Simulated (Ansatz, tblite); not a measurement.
# C₆₄H₃₄: one state, many levels

The task here is to estimate one member of a computed series from the others.

Program: Ansatz 0.2.0, Gaussian basis. Level of theory: as each input shows. These are calculated values, not measurements.

Plan: GFN1-xTB, GFN2-xTB, PBE-D4/def2-TZVP, r2SCAN-D4/def2-TZVP, r2SCAN0-D4/def2-TZVP, PBE-D4/def2-SVP, PBE0-D4/def2-SVP, HF/STO-3G, HF/6-31G, B3LYP-D4/6-31G, MP2/def2-SVP.

1 further run of the same task is left out (set aside as unsound or not needed). Runs told in other sessions of the task aren't counted.

## The relaxed structure

The singlet was relaxed beforehand with PBE-D4/def2-SVP.

SMILES `C#Cc1ccc(C#Cc2ccc(C#Cc3ccc(C#Cc4ccc(C#Cc5ccc(C#Cc6ccc(C#Cc7ccc(C#Cc8ccccc8)cc7)cc6)cc5)cc4)cc3)cc2)cc1`, 98 atoms, charge 0, spin multiplicity 1.

Bond lengths: C1–C2 1.226 Å, C1–H65 1.081 Å, C2–C3 1.427 Å, C3–C4 1.420 Å, C3–C64 1.420 Å, C4–C5 1.394 Å, C4–H66 1.100 Å, C5–C6 1.422 Å, C5–H67 1.100 Å, C6–C7 1.420 Å, C6–C63 1.422 Å, C7–C8 1.234 Å, C8–C9 1.419 Å, C9–C10 1.422 Å, C9–C62 1.422 Å, C10–C11 1.392 Å, C10–H68 1.100 Å, C11–C12 1.422 Å and more. Angles: C2–C1–H65 180.0°, C1–C2–C3 180.0°, C2–C3–C4 120.7°, C2–C3–C64 120.7°, C4–C3–C64 118.6°, C3–C4–C5 120.7°, C3–C4–H66 119.1°, C5–C4–H66 120.2°, C4–C5–C6 120.8°, C4–C5–H67 120.2°, C6–C5–H67 119.1°, C5–C6–C7 120.8°, C5–C6–C63 118.4°, C7–C6–C63 120.8°, C6–C7–C8 179.8°, C7–C8–C9 179.7°, C8–C9–C10 120.9°, C8–C9–C62 120.8° and more.

PBE0-D4/def2-TZVP was run before; its log isn't repeated, and its numbers join the tables.

The first run:

Tight binding, by tblite at 300 K electronic temperature and without a spin-polarisation term:

```python
tblite.interface.Calculator('GFN1-xTB', numbers, positions, charge=0, uhf=0).singlepoint()
```

Tight binding, by tblite at 300 K electronic temperature and without a spin-polarisation term:

```python
tblite.interface.Calculator('GFN2-xTB', numbers, positions, charge=0, uhf=0).singlepoint()
```

start.molden holds the orbitals of an earlier run on this state, given as this run's starting guess.

in.yaml reads:

```yaml
crystal:
  periodic: [false, false, false]
  atoms:
    - {symbol: C, position_ang: [-27.601942, -0.112547, 0.620849]}
    - {symbol: C, position_ang: [-26.381752, -0.085132, 0.500673]}
    - {symbol: C, position_ang: [-24.962255, -0.053425, 0.361367]}
    - {symbol: C, position_ang: [-24.294740, 1.149800, 0.012291]}
    - {symbol: C, position_ang: [-22.908131, 1.181459, -0.123143]}
    - {symbol: C, position_ang: [-22.130108, 0.010053, 0.085365]}
    - {symbol: C, position_ang: [-20.717104, 0.041283, -0.049708]}
    - {symbol: C, position_ang: [-19.488747, 0.066948, -0.164005]}
    - {symbol: C, position_ang: [-18.075468, 0.093202, -0.289448]}
    - {symbol: C, position_ang: [-17.396775, 1.289528, -0.650402]}
    - {symbol: C, position_ang: [-16.009590, 1.315474, -0.767049]}
    - {symbol: C, position_ang: [-15.236223, 0.146313, -0.527444]}
    - {symbol: C, position_ang: [-13.821929, 0.172329, -0.636191]}
    - {symbol: C, position_ang: [-12.590698, 0.190092, -0.721056]}
    - {symbol: C, position_ang: [-11.174538, 0.203740, -0.804791]}
    - {symbol: C, position_ang: [-10.419379, -0.966177, -0.516459]}
    - {symbol: C, position_ang: [-9.029172, -0.952658, -0.584006]}
    - {symbol: C, position_ang: [-8.328185, 0.231062, -0.944062]}
    - {symbol: C, position_ang: [-6.910541, 0.244119, -0.996255]}
    - {symbol: C, position_ang: [-5.676588, 0.247634, -1.025403]}
    - {symbol: C, position_ang: [-4.257990, 0.241860, -1.038068]}
    - {symbol: C, position_ang: [-3.522763, 1.398337, -1.416810]}
    - {symbol: C, position_ang: [-2.130350, 1.392699, -1.410424]}
    - {symbol: C, position_ang: [-1.408089, 0.230993, -1.022895]}
    - {symbol: C, position_ang: [0.010271, 0.225730, -0.993941]}
    - {symbol: C, position_ang: [1.243678, 0.212054, -0.948847]}
    - {symbol: C, position_ang: [2.660075, 0.185641, -0.873045]}
    - {symbol: C, position_ang: [3.439508, 1.295779, -1.299029]}
    - {symbol: C, position_ang: [4.828589, 1.270429, -1.205516]}
    - {symbol: C, position_ang: [5.503028, 0.134915, -0.678984]}
    - {symbol: C, position_ang: [6.916693, 0.110944, -0.562450]}
    - {symbol: C, position_ang: [8.144771, 0.081811, -0.442146]}
    - {symbol: C, position_ang: [9.554036, 0.039542, -0.283380]}
    - {symbol: C, position_ang: [10.378007, 1.096214, -0.758956]}
    - {symbol: C, position_ang: [11.759489, 1.055530, -0.588700]}
    - {symbol: C, position_ang: [12.381017, -0.042490, 0.067048]}
    - {symbol: C, position_ang: [13.786851, -0.081715, 0.254667]}
    - {symbol: C, position_ang: [15.007786, -0.121480, 0.430944]}
    - {symbol: C, position_ang: [16.409708, -0.171748, 0.644906]}
    - {symbol: C, position_ang: [17.264309, 0.844726, 0.136995]}
    - {symbol: C, position_ang: [18.638968, 0.795415, 0.354506]}
    - {symbol: C, position_ang: [19.222717, -0.271372, 1.091166]}
    - {symbol: C, position_ang: [20.623461, -0.319899, 1.318726]}
    - {symbol: C, position_ang: [21.839322, -0.363803, 1.520975]}
    - {symbol: C, position_ang: [23.241536, -0.414870, 1.756901]}
    - {symbol: C, position_ang: [23.803702, -1.448085, 2.553039]}
    - {symbol: C, position_ang: [25.182731, -1.493022, 2.783507]}
    - {symbol: C, position_ang: [26.027718, -0.516299, 2.228880]}
    - {symbol: C, position_ang: [25.483265, 0.510869, 1.438824]}
    - {symbol: C, position_ang: [24.105599, 0.566285, 1.202250]}
    - {symbol: C, position_ang: [18.368190, -1.288658, 1.597429]}
    - {symbol: C, position_ang: [16.993934, -1.240563, 1.378762]}
    - {symbol: C, position_ang: [11.557172, -1.101537, 0.538199]}
    - {symbol: C, position_ang: [10.176433, -1.062004, 0.365943]}
    - {symbol: C, position_ang: [4.723591, -0.978129, -0.259588]}
    - {symbol: C, position_ang: [3.335351, -0.953907, -0.355658]}
    - {symbol: C, position_ang: [-2.143623, -0.928094, -0.651824]}
    - {symbol: C, position_ang: [-3.535409, -0.923108, -0.660183]}
    - {symbol: C, position_ang: [-9.083466, 1.398903, -1.239471]}
    - {symbol: C, position_ang: [-10.474082, 1.385664, -1.170888]}
    - {symbol: C, position_ang: [-15.915402, -1.050797, -0.169381]}
    - {symbol: C, position_ang: [-17.302450, -1.076794, -0.053372]}
    - {symbol: C, position_ang: [-22.800585, -1.194039, 0.434310]}
    - {symbol: C, position_ang: [-24.187205, -1.224521, 0.569219]}
    - {symbol: H, position_ang: [-28.677374, -0.136678, 0.726825]}
    - {symbol: H, position_ang: [-24.887203, 2.062358, -0.150778]}
    - {symbol: H, position_ang: [-22.400458, 2.119188, -0.393602]}
    - {symbol: H, position_ang: [-17.984332, 2.200487, -0.836295]}
    - {symbol: H, position_ang: [-15.495593, 2.247074, -1.045371]}
    - {symbol: H, position_ang: [-10.950239, -1.886812, -0.234293]}
    - {symbol: H, position_ang: [-8.455675, -1.862522, -0.355350]}
    - {symbol: H, position_ang: [-4.070377, 2.304543, -1.713238]}
    - {symbol: H, position_ang: [-1.572702, 2.294459, -1.701658]}
    - {symbol: H, position_ang: [2.928789, 2.181714, -1.703151]}
    - {symbol: H, position_ang: [5.420722, 2.136226, -1.535356]}
    - {symbol: H, position_ang: [9.908839, 1.952714, -1.264568]}
    - {symbol: H, position_ang: [12.386146, 1.879697, -0.959300]}
    - {symbol: H, position_ang: [16.824411, 1.676281, -0.432838]}
    - {symbol: H, position_ang: [19.289854, 1.587885, -0.042857]}
    - {symbol: H, position_ang: [23.139162, -2.210524, 2.985579]}
    - {symbol: H, position_ang: [25.604457, -2.299476, 3.403370]}
    - {symbol: H, position_ang: [27.112070, -0.555760, 2.412728]}
    - {symbol: H, position_ang: [26.141125, 1.278116, 1.001947]}
    - {symbol: H, position_ang: [23.675767, 1.368687, 0.584562]}
    - {symbol: H, position_ang: [18.808238, -2.119462, 2.168214]}
    - {symbol: H, position_ang: [16.343129, -2.033091, 1.776173]}
    - {symbol: H, position_ang: [12.026432, -1.956954, 1.045526]}
    - {symbol: H, position_ang: [9.549611, -1.885957, 0.736756]}
    - {symbol: H, position_ang: [5.234468, -1.862896, 0.146850]}
    - {symbol: H, position_ang: [2.742968, -1.819364, -0.025387]}
    - {symbol: H, position_ang: [-1.595779, -1.833410, -0.353148]}
    - {symbol: H, position_ang: [-4.093265, -1.824469, -0.368133]}
    - {symbol: H, position_ang: [-8.552751, 2.319891, -1.520771]}
    - {symbol: H, position_ang: [-11.047372, 2.296066, -1.397943]}
    - {symbol: H, position_ang: [-15.327797, -1.961528, 0.017432]}
    - {symbol: H, position_ang: [-17.816526, -2.008207, 0.225475]}
    - {symbol: H, position_ang: [-22.209065, -2.107065, 0.597979]}
    - {symbol: H, position_ang: [-24.695886, -2.161696, 0.839862]}
basis:
  gaussian: {orbitals: def2-TZVP, fitting: {mean_field: def2-universal-jkfit}, initial_orbitals: start.molden}
hamiltonian: {xc: pbe, dispersion: d4}
scf: {omitted_lower_state_checks: [starts]}
output: {forces: true, orbitals: {seedname: orbitals}}
```

Launch:

```
$ ansatz run in.yaml --threads 11 --pin off --events-out ev --progress --plain --max-ram 174080MiB --backend cuda --devices 0, --max-vram 75GiB
```

Steps of the session up to this table: PBE-D4/def2-TZVP; r2SCAN-D4/def2-TZVP; r2SCAN0-D4/def2-TZVP; PBE-D4/def2-SVP; PBE0-D4/def2-SVP; HF/STO-3G; HF/6-31G; B3LYP-D4/6-31G; MP2/def2-SVP.

One table of the session follows, with a row left open; its other results are not shown here.

It belongs to the step «Binding energy». 

```
               level  binding an atom (eV)
           HF/STO-3G                 4.568
            HF/6-31G                 3.834
         HF/def2-SVP                 4.133
     PBE-D4/def2-SVP                 5.871
    PBE-D4/def2-TZVP                 5.778
 r2SCAN-D4/def2-TZVP                     ?
      B3LYP-D4/6-31G                 5.428
    PBE0-D4/def2-SVP                 5.729
   PBE0-D4/def2-TZVP                 5.633
r2SCAN0-D4/def2-TZVP                 5.457
        MP2/def2-SVP                 5.511
```

Q: Estimate the row for r2SCAN-D4/def2-TZVP from the others.

**Answer.** binding an atom (eV): 5.568. In the column «binding an atom (eV)» it lies between MP2/def2-SVP (5.511) and PBE0-D4/def2-TZVP (5.633).

Limits of these values: Free atoms were run apart at each level; binding is atoms less cluster, divided by the number of atoms, without zero-point or spin-orbit terms.
